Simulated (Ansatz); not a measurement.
# TaN: how the settings move a relaxation

Question: which choices in the input matter for TaN?

Program: Ansatz 0.2.0. Level of theory: reference: DFT, PBEsol, PAW with Ansatz's default frozen-core files, scalar-relativistic; relaxation of cell and atoms. These are calculated values, not measurements.

## (1) The structure to begin with

The structure is cubic, space group Fm-3m (No. 225). Conventional cell: a = 4.358 Å, b = 4.358 Å, c = 4.358 Å, α = 90.00°, β = 90.00°, γ = 90.00°. Ta (site symmetry m-3m) is surrounded by 6 N at 2.18 Å. N (site symmetry m-3m) is surrounded by 6 Ta at 2.18 Å.

Structure file:

```
Ta N
1.0
     0.00000    2.17900    2.17900
     2.17900    0.00000    2.17900
     2.17900    2.17900    0.00000
Ta N
1 1
Direct
  0.50000 0.50000 0.50000
  0.00000 0.00000 0.00000
```

## (2) The reference run

The input, input.yaml:

```yaml
crystal:
  lattice:
    - [0.0, 2.179, 2.179]
    - [2.179, 0.0, 2.179]
    - [2.179, 2.179, 0.0]
  atoms:
    - { symbol: Ta, position: [0.5, 0.5, 0.5] }
    - { symbol: "N", position: [0.0, 0.0, 0.0] }
kpoints:
  mp_grid: { grid: [12, 12, 12] }
scf:
  occupations: { method: fermi_dirac, width: 0.05 }
hamiltonian:
  xc: pbesol
  pseudopotentials: { kind: paw }
relax:
  f_tol: 0.002
  max_steps: 80
  cell: {}
output:
  forces: true
  stress: true
```

Started as:

```
$ ansatz run input.yaml --threads 1 --pin off --max-ram 3072MiB --backend cpu --events-out ev --progress --plain --runs-dir out
```

Excerpt of the output:

```text
[...]
Basis set: ecut = 420 eV, 411 PW (Γ), exchange–correlation on 48×48×48 points (8 copies of the dense FFT grid, shifted against one another)
[...]
k-points: 72 of 1728
[...]
SCF iter   1: F=—  HF=-10187.067772 eV  |F-HF|=—  |Δ(HF+E_count)|=         —  Δρ=1.50e-2  dr2=4.79e-2  ethr=1.77e-3  ⟨swp⟩=6.1  Hψ=11134  notcnv=0  defer=13
[...]
preconditioner: auto → none  [metal: Δε(μ)=0.036 eV  Ē_g=15.802 eV  σ=0.050 eV  W_gap=0.18  n_scr=8 (ndim 8)  ℏωp=25.8 eV  f_vac=0.000  D(μ)=1.13/eV (n_scr^D=14)  sad-step TF]
SCF iter   2: F=—  HF=-10187.061357 eV  |F-HF|=—  |Δ(HF+E_count)|=   6.41e-3  Δρ=9.89e-3  dr2=2.27e-2  ethr=2.66e-4  ⟨swp⟩=1.3  Hψ=1819  notcnv=0  defer=56
[...]
relax step   1: F+E_penalty+E_count = -10187.05580920 eV  Δ(F+E_penalty+E_count) = +0.000e0 eV  max|allowed force component| = 1.857e-29 eV/Å  Δτ_max = 0.0000 Å  P = +4.486 GPa  Ω = 20.692 Å³  (6 SCF iters, dr2 threshold 1.00e-7 eV, accepted)
[...]
relax step   2: F+E_penalty+E_count = -10187.05764041 eV  Δ(F+E_penalty+E_count) = -1.831e-3 eV  max|allowed force component| = 2.892e-29 eV/Å  Δτ_max = 0.0000 Å  P = -1.663 GPa  Ω = 21.040 Å³  energy of the carried Pulay correction = -1.139e-3 eV  (6 SCF iter
[...]
relax step   3: F+E_penalty+E_count = -10187.05845708 eV  Δ(F+E_penalty+E_count) = -8.167e-4 eV  max|allowed force component| = 8.677e-30 eV/Å  Δτ_max = 0.0000 Å  P = -0.033 GPa  Ω = 20.945 Å³  energy of the carried Pulay correction = -8.289e-4 eV  (6 SCF iter
[...]
SCF iter   7: F=-10187.059304 eV  HF=-10187.059304 eV  |F-HF|=0.00e0  |Δ(HF+E_count)|=    0.00e0  Δρ=3.28e-10  dr2=1.19e-17  ethr=1.00e-12  ⟨swp⟩=1.0  Hψ=1224  notcnv=0
SCF iter   8: F=-10187.059304 eV  HF=-10187.059304 eV  |F-HF|=1.82e-12  |Δ(HF+E_count)|=  1.82e-12  Δρ=9.48e-11  dr2=1.70e-18  ethr=1.00e-12  ⟨swp⟩=1.8  Hψ=2860  notcnv=0
[...]
relax step   4: F+E_penalty+E_count = -10187.05930358 eV  Δ(F+E_penalty+E_count) = -8.465e-4 eV  max|allowed force component| = 1.377e-29 eV/Å  Δτ_max = 0.0000 Å  P = +0.033 GPa  Ω = 20.945 Å³  stress off target by 3.29e-2 GPa  SCF on the basis re-selected at 
[...]
SCF converged after 8 iterations
Free energy (F): -10187.059304 eV
[...]
E sigma→0 (E₀):  -10187.054750 eV
[...]
Fermi energy:    21.842017 eV
[...]
  P = ⅓ Tr σ = 0.0329 GPa (0.329 kbar)
--- Relaxed structure (3 steps of the walk, 3 accepted, 1 SCFs on fresh bases) ---
[...]
```

Run time: 2.6 s. Hardware: 1 thread of AMD EPYC 9R45 (Zen 5), shared host; peak memory 0.37 GiB.

## (3) Variant: occupations.width 0.025, preconditioner ldos

input.yaml, as its differences from that of step 2:

```diff
@@ -11,3 +11,4 @@
 scf:
-  occupations: { method: fermi_dirac, width: 0.05 }
+  occupations: { method: fermi_dirac, width: 0.025 }
+  mixing: { preconditioner: ldos }
 hamiltonian:
```

Started as:

```
$ ansatz run input.yaml --threads 1 --pin off --max-ram 3072MiB --backend cpu --events-out ev --progress --plain --runs-dir out
```

Standard output:

```text
Engine: ansatz 0.2.0
Pseudopotentials: kind: paw
Pseudopotential: Ta, paw, valence charge 13, recommended cutoff 420 eV (normal), Ta.paw.azcp
Pseudopotential: N, paw, valence charge 5, recommended cutoff 420 eV (normal), N.paw.azcp
Functional definition: PBEsol
  exchange = pbesol_x
  correlation = pbesol_c
Crystal: 2 atoms, lattice volume = 20.692 Å³
Basis set: ecut = 420 eV, 411 PW (Γ), exchange–correlation on 48×48×48 points (8 copies of the dense FFT grid, shifted against one another)
Bands: 13, of which v1, the nominal top of the filled ones, is band 9 counted from 1 (8 counted from 0)
Symmetry: 48 space group operations
Space group: Fm-3m (ITA 225), of the structure as read, at distance tolerance 2.7e-5 Å
k-points: 72 of 1728
Non-local potential: Ta, projectors of the file, l = 0: 3, l = 1: 2, l = 2: 2, l = 3: 1
Non-local potential: N, projectors of the file, l = 0: 2, l = 1: 2, l = 2: 1
PAW form: soft (Blöchl's): semilocal exchange-correlation on the pseudo side does not see the compensation charge
PAW frozen core: Ta, regenerated for the run's functional, and the local potential with it (the file was generated under x = pbe(κ = 0.804, μ = 0.2195149727645171), c = pbe(β = 0.06672455060314922))
PAW frozen core: N, regenerated for the run's functional, and the local potential with it (the file was generated under x = pbe(κ = 0.804, μ = 0.2195149727645171), c = pbe(β = 0.06672455060314922))
PAW one-centre angular grid: Ta, 590 points (default); XC on 64 Gauss nodes
PAW one-centre angular grid: N, 110 points (default); XC on 64 Gauss nodes
Initial density: superposition of atomic densities (neutral atoms: chi_scale 0, normalization atom), corrected by the library's trained network
Initial wavefunctions: pseudopotential atomic-orbital guess
Functional: x = pbesol(κ = 0.804, μ = 0.12345679012345678), c = pbesol(β = 0.046)
SCF iter   1: F=—  HF=-10187.063660 eV  |F-HF|=—  |Δ(HF+E_count)|=         —  Δρ=1.50e-2  dr2=4.78e-2  ethr=1.77e-3  ⟨swp⟩=6.1  Hψ=10844  notcnv=0  defer=2
automatic band count: the SCF goes on with 17 bands, as 13 were too few: the levels above may hold too much charge
SCF iter   2: F=—  HF=-10187.052431 eV  |F-HF|=—  |Δ(HF+E_count)|=   1.12e-2  Δρ=2.88e-3  dr2=9.62e-4  ethr=2.65e-4  ⟨swp⟩=2.0  Hψ=2141  notcnv=0  defer=171
SCF iter   3: F=—  HF=-10187.052217 eV  |F-HF|=—  |Δ(HF+E_count)|=   2.14e-4  Δρ=7.70e-4  dr2=8.40e-5  ethr=5.35e-6  ⟨swp⟩=2.7  Hψ=1615  notcnv=0  defer=178
SCF iter   4: F=—  HF=-10187.052196 eV  |F-HF|=—  |Δ(HF+E_count)|=   2.13e-5  Δρ=7.79e-5  dr2=1.24e-6  ethr=4.67e-7  ⟨swp⟩=2.3  Hψ=1483  notcnv=0  defer=178
iter 5 did not close the SCF: its close was put off for the readings that it lacked (scf_convergence_deferred on its scf_iter line)
SCF iter   5: F=-10187.052195 eV  HF=-10187.052195 eV  |F-HF|=5.95e-9  |Δ(HF+E_count)|=   3.79e-7  Δρ=1.73e-5  dr2=2.39e-8  ethr=6.91e-9  ⟨swp⟩=2.1  Hψ=1613  notcnv=0  defer=178
SCF iter   6: F=-10187.052195 eV  HF=-10187.052195 eV  |F-HF|=2.55e-11  |Δ(HF+E_count)|=   1.33e-8  Δρ=1.33e-6  dr2=1.39e-10  ethr=1.33e-10  ⟨swp⟩=2.1  Hψ=3563  notcnv=0
SCF 1 converged in 6 iterations: F = -10187.052195 eV  dr2 = 1.39e-10
relax step   1: F+E_penalty+E_count = -10187.05219533 eV  Δ(F+E_penalty+E_count) = +0.000e0 eV  max|allowed force component| = 2.133e-29 eV/Å  Δτ_max = 0.0000 Å  P = +4.453 GPa  Ω = 20.692 Å³  (6 SCF iters, dr2 threshold 1.00e-7 eV, accepted)
Crystal: 2 atoms, lattice volume = 21.038 Å³
Bands: 17, of which v1, the nominal top of the filled ones, is band 9 counted from 1 (8 counted from 0)
Initial density: handed on by an earlier stage of this run
Initial wavefunctions: those handed on with the density
iter 1 solved again at ethr=1.03e-5 eV; its pass at ethr=3.10e-3 eV (dr2=1.85e-3 eV) is discarded
SCF iter   1: F=—  HF=-10187.054406 eV  |F-HF|=—  |Δ(HF+E_count)|=         —  Δρ=2.90e-3  dr2=1.75e-3  ethr=1.03e-5  ⟨swp⟩=2.6  Hψ=7408  notcnv=0
SCF iter   2: F=—  HF=-10187.054007 eV  |F-HF|=—  |Δ(HF+E_count)|=   3.98e-4  Δρ=6.04e-4  dr2=3.70e-5  ethr=9.72e-6  ⟨swp⟩=2.1  Hψ=1939  notcnv=0
SCF iter   3: F=—  HF=-10187.053992 eV  |F-HF|=—  |Δ(HF+E_count)|=   1.54e-5  Δρ=1.54e-4  dr2=3.42e-6  ethr=2.05e-7  ⟨swp⟩=2.4  Hψ=1789  notcnv=0
SCF iter   4: F=-10187.053991 eV  HF=-10187.053991 eV  |F-HF|=4.11e-8  |Δ(HF+E_count)|=   1.03e-6  Δρ=1.78e-5  dr2=6.01e-8  ethr=1.11e-9  ⟨swp⟩=3.0  Hψ=4344  notcnv=0
SCF 2 converged in 4 iterations: F = -10187.053991 eV  dr2 = 6.01e-8
relax step   2: F+E_penalty+E_count = -10187.05399098 eV  Δ(F+E_penalty+E_count) = -1.796e-3 eV  max|allowed force component| = 5.489e-30 eV/Å  Δτ_max = 0.0000 Å  P = -1.651 GPa  Ω = 21.038 Å³  energy of the carried Pulay correction = -1.130e-3 eV  (4 SCF iters, dr2 threshold 2.00e-7 eV, accepted)
Crystal: 2 atoms, lattice volume = 20.943 Å³
iter 1 solved again at ethr=7.02e-7 eV; its pass at ethr=3.10e-3 eV (dr2=1.26e-4 eV) is discarded
SCF iter   1: F=—  HF=-10187.054827 eV  |F-HF|=—  |Δ(HF+E_count)|=         —  Δρ=7.68e-4  dr2=1.21e-4  ethr=7.02e-7  ⟨swp⟩=2.7  Hψ=6858  notcnv=0
SCF iter   2: F=—  HF=-10187.054799 eV  |F-HF|=—  |Δ(HF+E_count)|=   2.77e-5  Δρ=1.66e-4  dr2=2.57e-6  ethr=6.71e-7  ⟨swp⟩=2.2  Hψ=1514  notcnv=0
SCF iter   3: F=—  HF=-10187.054799 eV  |F-HF|=—  |Δ(HF+E_count)|=   9.48e-7  Δρ=3.90e-5  dr2=2.29e-7  ethr=1.11e-9  ⟨swp⟩=5.0  Hψ=3681  notcnv=0
SCF iter   4: F=-10187.054798 eV  HF=-10187.054798 eV  |F-HF|=3.30e-8  |Δ(HF+E_count)|=   6.35e-8  Δρ=1.48e-5  dr2=3.92e-8  ethr=1.11e-9  ⟨swp⟩=4.0  Hψ=3175  notcnv=0
SCF 3 converged in 4 iterations: F = -10187.054798 eV  dr2 = 3.92e-8
relax step   3: F+E_penalty+E_count = -10187.05479845 eV  Δ(F+E_penalty+E_count) = -8.075e-4 eV  max|allowed force component| = 3.103e-29 eV/Å  Δτ_max = 0.0000 Å  P = -0.035 GPa  Ω = 20.943 Å³  energy of the carried Pulay correction = -8.228e-4 eV  (4 SCF iters, dr2 threshold 2.00e-7 eV, accepted)
Initial wavefunctions: pseudopotential atomic-orbital guess (no wavefunctions were taken with the density)
iter 1 solved again at ethr=4.26e-8 eV; its pass at ethr=3.10e-3 eV (dr2=7.67e-6 eV) is discarded
SCF iter   1: F=—  HF=-10187.055644 eV  |F-HF|=—  |Δ(HF+E_count)|=         —  Δρ=7.81e-5  dr2=3.08e-7  ethr=4.26e-8  ⟨swp⟩=3.0  Hψ=9368  notcnv=0
SCF iter   2: F=—  HF=-10187.055644 eV  |F-HF|=—  |Δ(HF+E_count)|=   8.37e-8  Δρ=1.81e-5  dr2=3.88e-8  ethr=1.71e-9  ⟨swp⟩=2.0  Hψ=1581  notcnv=0
SCF iter   3: F=—  HF=-10187.055644 eV  |F-HF|=—  |Δ(HF+E_count)|=   1.03e-8  Δρ=1.70e-6  dr2=3.49e-10  ethr=2.15e-10  ⟨swp⟩=2.2  Hψ=1495  notcnv=0
SCF iter   4: F=-10187.055644 eV  HF=-10187.055644 eV  |F-HF|=1.82e-12  |Δ(HF+E_count)|=  1.82e-12  Δρ=2.71e-7  dr2=1.10e-11  ethr=1.00e-12  ⟨swp⟩=5.9  Hψ=4222  notcnv=0
SCF 4 converged in 4 iterations: F = -10187.055644 eV  dr2 = 1.10e-11
relax step   4: F+E_penalty+E_count = -10187.05564389 eV  Δ(F+E_penalty+E_count) = -8.454e-4 eV  max|allowed force component| = 3.142e-29 eV/Å  Δτ_max = 0.0000 Å  P = +0.032 GPa  Ω = 20.943 Å³  stress off target by 3.24e-2 GPa  SCF on the basis re-selected at this cell (its energy is not comparable with the rows above)  (4 SCF iters)
basis re-selected at this cell: Δ(F+E_penalty+E_count) = -8.454e-4 eV, ΔP = +0.067 GPa vs the last step (what re-selecting the basis moved, of the pressure what is left beyond the Pulay correction that the steps carried, after the strain that the cell walked since its last selection, with what the two solves' SCF thresholds leave and, on support functions, any second-order correction that the steps lacked; it is no measure of the basis error at this ecutwfc). This SCF's stress stands 3.24e-2 GPa from its target on what of the cell is left free (relax.cell.stress_tol is 5.00e-2 GPa) and its largest allowed force component is 3.14e-29 eV/Å (relax.f_tol is 2.00e-3 eV/Å): within both
SCF converged after 4 iterations
Free energy (F): -10187.055644 eV
Harris-Foulkes:  -10187.055644 eV  (|F-HF|=1.82e-12)
Internal energy: -10187.052868 eV  (E = F + TS)
E sigma→0 (E₀):  -10187.054256 eV
Entropy (-TS):   -0.002776 eV (-1.388 meV/atom)
Fermi energy:    21.831021 eV
--- Per-component energies (eV) ---
  E_band       = -40.844152
  E_kinetic    = 501.633231
  E_local      = -574.464439  (includes V_loc(G=0)·N_el)
  E_nonlocal   = 62.962339
  E_hartree    = 193.289565
  E_xc         = -278.427848
  E_vxc        = -282.383419  (∫ρ·V_xc dr)
  E_paw        = -8395.602135  (= ΣΔE_a)
  E_vpaw       = -135.171280  (= ΣTr[D̂ρ^β])
  E_aug_tail   = 0.000239  (compensation charges beyond the density's cutoff)
  E_ewald      = -1696.685566
  E_core_change = 0.241745  (= ΣΔE_core)
  E_smearing   = -0.002776  (= −TS)
  E_closure    = 0.000000  (closes the sum)
  Σ components = -10187.055644   (vs F -10187.055644, Δ=0.00e0)
--- Forces (eV/Å), atoms counted from 1 ---
  atom   1  Ta     0.00000000     0.00000000     0.00000000
  atom   2  N     -0.00000000     0.00000000     0.00000000
  max |Σ_I F_I| component: 6.34e-29 eV/Å
--- Stress (GPa, compression-positive) ---
        0.032369      -0.000000      -0.000000
       -0.000000       0.032369      -0.000000
       -0.000000      -0.000000       0.032369
  P = ⅓ Tr σ = 0.0324 GPa (0.324 kbar)
--- Relaxed structure (3 steps of the walk, 3 accepted, 1 SCFs on fresh bases) ---
  F+E_penalty+E_count = -10187.05564389 eV   max|allowed force component| = 3.142e-29 eV/Å   (the final SCF, on the basis selected at the relaxed cell)
  cell:  # Å, volume = 20.9430 Å³
    - [-1.5604576850742747e-33, 2.1877779521228944, 2.1877779521228944]
    - [2.1877779521228944, -7.834134500576972e-34, 2.1877779521228944]
    - [2.1877779521228944, 2.1877779521228944, 1.4012273090462867e-34]
  atoms:
    - { symbol: Ta, position: [0.49999999999999994, 0.49999999999999994, 0.49999999999999994] }
    - { symbol: N, position: [4.315720425268463e-37, -8.05601146046485e-37, -4.603435120313169e-37] }
```

Run time: 2.4 s. Hardware: 1 thread of AMD EPYC 9R45 (Zen 5), shared host; peak memory 0.36 GiB.

Changing the smearing and mixing leaves the energy as it was (+0.2 meV/atom). Cost: 18 SCF cycles against 26.

## (4) All runs together

| run | ending | energy change | pressure (GPa) | gap (eV) | force (eV/Å) | cycles | time |
| --- | --- | --- | --- | --- | --- | --- | --- |
| reference | converged | 0 | 0.0 | 0.00 | 0.00 | 26 | 2.6 s |
| 1: occupations.width 0.025, preconditioner ldos | converged | +0.2 meV/atom (σ→0) | 0.0 | 0.00 | 0.00 | 18 | 2.4 s |

What this shows: Changing the smearing and mixing leaves the energy as it was (+0.2 meV/atom). Cost: 18 SCF cycles against 26.
